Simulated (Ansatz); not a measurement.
**C2H7InO3: basis-set convergence**

The task here is to estimate one member of a computed series from the others.

The runs use Ansatz 0.2.0, Gaussian basis; one geometry, several basis sets.

Plan: PBE0-D4/def2-SVP; ωB97M-V/def2-SVP; PBE0-D4/def2-QZVPP; ωB97M-V/def2-QZVPP; the functionals' def2-TZVPP values are taken from earlier runs.

### The geometry

The geometry comes from an earlier relaxation with PBE0-D4 in a triple-zeta def2 set; it is a stationary point, not always the lowest conformer. In takes the def2 core potential; no spin-orbit term is included.

SMILES `C[O][In]([OH])[O]C`, 13 atoms, charge 0, spin multiplicity 1.

Atoms are counted from 1 here; the program's logs count them from 0.

Bond lengths: C1–O2 1.408 Å, C1–H7 1.097 Å, C1–H8 1.097 Å, C1–H9 1.095 Å, O2–In3 1.971 Å, In3–O4 1.974 Å, In3–O5 1.971 Å, O4–H10 0.961 Å, O5–C6 1.408 Å, C6–H11 1.097 Å, C6–H12 1.095 Å, C6–H13 1.097 Å. Angles: O2–C1–H7 112.8°, O2–C1–H8 112.7°, O2–C1–H9 108.0°, H7–C1–H8 107.7°, H7–C1–H9 107.7°, H8–C1–H9 107.7°, C1–O2–In3 122.0°, O2–In3–O4 119.7°, O2–In3–O5 119.8°, O4–In3–O5 120.5°, In3–O4–H10 111.7°, In3–O5–C6 122.0°, O5–C6–H11 112.7°, O5–C6–H12 108.0°, O5–C6–H13 112.7°, H11–C6–H12 107.7°, H11–C6–H13 107.7°, H12–C6–H13 107.7°.

The first run:

Input file in.yaml:

```yaml
crystal:
  periodic: [false, false, false]
  atoms:
    - {symbol: C, position_ang: [-1.514621, 0.935242, -2.040197]}
    - {symbol: O, position_ang: [-0.426808, 0.041592, -2.049938]}
    - {symbol: In, position_ang: [0.513542, -0.478307, -0.396989]}
    - {symbol: O, position_ang: [2.034862, -1.731884, -0.491401]}
    - {symbol: O, position_ang: [-0.074199, 0.254859, 1.335635]}
    - {symbol: C, position_ang: [0.561504, -0.087469, 2.544305]}
    - {symbol: H, position_ang: [-2.354869, 0.574914, -1.433342]}
    - {symbol: H, position_ang: [-1.240156, 1.932002, -1.672345]}
    - {symbol: H, position_ang: [-1.870256, 1.045956, -3.069899]}
    - {symbol: H, position_ang: [2.212086, -2.008790, -1.394291]}
    - {symbol: H, position_ang: [0.507083, -1.161461, 2.763016]}
    - {symbol: H, position_ang: [0.053019, 0.444080, 3.355474]}
    - {symbol: H, position_ang: [1.619110, 0.204568, 2.564872]}
basis:
  gaussian: {orbitals: def2-SVP}
hamiltonian: {xc: pbe0, dispersion: d4}
output: {orbitals: {seedname: orbitals}}
```

Command:

```console
$ ansatz run in.yaml --threads 4 --pin off --events-out ev --progress --plain --max-ram 11315MiB
```

Steps of the session up to this table: PBE0-D4 in def2-SVP; ωB97M-V in def2-SVP; PBE0-D4 in def2-QZVPP; ωB97M-V in def2-QZVPP.

One table of the session follows, with a row left open; its other results are not shown here.

It belongs to the step «Density functionals: the series». 

| functional | basis | HOMO (eV) | LUMO (eV) |
| --- | --- | --- | --- |
| PBE0-D4 | def2-SVP | -7.46 | -1.63 |
| PBE0-D4 | def2-TZVPP | -7.65 | -1.84 |
| PBE0-D4 | def2-QZVPP | ? | ? |
| ωB97M-V | def2-SVP | -9.86 | 0.34 |
| ωB97M-V | def2-TZVPP | -10.07 | 0.03 |
| ωB97M-V | def2-QZVPP | -10.12 | -0.21 |

Estimate the missing values for PBE0-D4, def2-QZVPP.

**Answer.** HOMO (eV): -7.69; LUMO (eV): -1.93. In the column «HOMO (eV)» it lies between ωB97M-V, def2-SVP (-9.86) and PBE0-D4, def2-TZVPP (-7.65).
